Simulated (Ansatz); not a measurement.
**GaP₂H (singlet): wave-function methods side by side at distance P2–P3 = 1.942 Å, cc-pVDZ**

An exercise on one series of results from a longer session: the logs are not shown, and one member is left open.

The runs use Ansatz 0.2.0, Gaussian basis; cc-pVDZ, core rule «outside noble gas», up to 24 orbitals frozen.

The runs, in order: UHF; CCSD(T) on RHF; CCSD(T) on UHF; BCCD(T) on RHF; CISD; CCSDT(Q) on RHF; CCSDT(Q) on UHF; CASSCF and MRCISD+Q, 2 electrons in 2 orbitals; CASSCF and NEVPT2, 2 electrons in 2 orbitals.

37 further runs of the same task are left out: 2 for a mislabelled method, 2 for a known fault of the program, 26 that didn't finish, 7 set aside as unsound or not needed.

## The system

The geometry derives from a PBE0/def2-TZVP stationary point (not a proven minimum). One bond is set to the value named and the two fragments are kept rigid. No spin-orbit coupling is included. The filled d shell of Ga may be among the frozen orbitals whatever the setting's name suggests; the logs give the count.

4 atoms, charge 0, spin multiplicity 1.

Atoms are counted from 1 here; the program's logs count them from 0.

Bond lengths: Ga1–P2 2.452 Å, P2–P3 1.942 Å, P2–H4 1.608 Å. Angles: Ga1–P2–P3 168.7°, Ga1–P2–H4 53.9°, P3–P2–H4 114.8°.

Set-up of the first run:

in.yaml

```yaml
crystal:
  periodic: [false, false, false]
  atoms:
    - {symbol: Ga, position_ang: [-0.000007, -0.263635, 2.103509]}
    - {symbol: P, position_ang: [0.000002, -0.446508, -0.341417]}
    - {symbol: P, position_ang: [-0.000010, -0.209151, -2.268564]}
    - {symbol: H, position_ang: [0.000015, 0.919293, 0.506472]}
basis:
  gaussian: {orbitals: cc-pVDZ}
magnetization: {spin_polarized: true, initial_magnetization: 0}
hamiltonian: {xc: hf}
output: {orbitals: {seedname: orbitals}}
```

Launch:

```bash
$ ansatz run in.yaml --threads 1 --pin off --events-out ev --progress --plain --max-ram 2393MiB
```

Among the steps run: UHF; CCSD(T) on RHF; CCSD(T) on UHF; BCCD(T) on RHF; CISD; CCSDT(Q) on RHF; CCSDT(Q) on UHF; CASSCF and MRCISD+Q, 2 electrons in 2 orbitals; CASSCF and NEVPT2, 2 electrons in 2 orbitals.

One table of the session follows, with a row left open; its other results are not shown here.

| method | from RCCSDT(Q) (meV) |
| --- | --- |
| RHF | +9235.2 |
| UHF | +9114.5 |
| RMP2 | +1589.0 |
| UMP2 | +1903.8 |
| RCCSD | +571.1 |
| UCCSD | +589.7 |
| RCCSD(T) | +95.1 |
| UCCSD(T) | +105.5 |
| BCCD(T) | +92.0 |
| RCCSDT | +57.1 |
| UCCSDT | +59.3 |
| RCCSDT(Q) | 0 |
| UCCSDT(Q) | -9.8 |
| CASSCF pair | +8752.8 |
| NEVPT2 pair | +1465.4 |
| MRCISD pair | ? |
| MRCISD+Q pair | +335.5 |

Estimate the missing values for MRCISD pair.

As computed: from RCCSDT(Q) (meV): +1538.9. In the column «from RCCSDT(Q) (meV)» it lies between NEVPT2 pair (+1465.4) and RMP2 (+1589.0).

Not comparable, so not listed: CISD (they don't share determinant, frozen orbitals or solution with the rows shown, or repeat one).

To keep in mind: The determinant is far from a pure spin state, so its energy mixes those of several spin states (harmless only where they are near-degenerate, as at dissociation). Warnings: restricted reference is unstable; spin contamination; large T1 diagnostic. Restricted and unrestricted rows rest on different reference determinants; where their highest levels disagree by more than a few hundredths of an eV, they describe different states and don't form one ladder.
